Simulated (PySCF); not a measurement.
# Br4CoHO ([Co(OH)Br4]-): the cost of one run

Programs: PySCF 2.14.0, with routines of our own; each step states its level. All values are computed. Atoms count from 0.

### Step 1. The system as given

7 atoms, charge -1, states of the metal's open shell are computed; geometry from: model geometry, bond lengths from ionic radii.

### Step 2. Ligand-field states: state-averaged CASSCF

What the job is given:

```
{"job": {"kind": "lf", "basis": {"metal": "x2c-TZVPall", "ligand": "x2c-SVPall"}, "nevpt": true}, "charge": -1, "metal": "Co", "open_shell": "d5"}
Co     0.000000     0.000000     0.000000
O      0.000000     0.000000     1.800000
H      0.800000     0.000000     2.340000
Br     2.294602     0.000000    -0.404600
Br    -2.294602     0.000000    -0.404600
Br     0.000000     2.294602    -0.404600
Br    -0.000000    -2.294602    -0.404600
```

Level: state-averaged CASSCF of the metal d shell, SC-NEVPT2 on the averaged canonical orbitals, state-interaction spin-orbit coupling.

Launch:

```
$ OMP_NUM_THREADS=1 python lf_run.py task.json out
```

One launch serves the whole session: the jobs run in the order shown.

**Question.** How long does this first job take on 1 thread of Arm Neoverse V2, shared host, and how much memory does it need?

About 45 s, with a peak of 0.6 GiB.
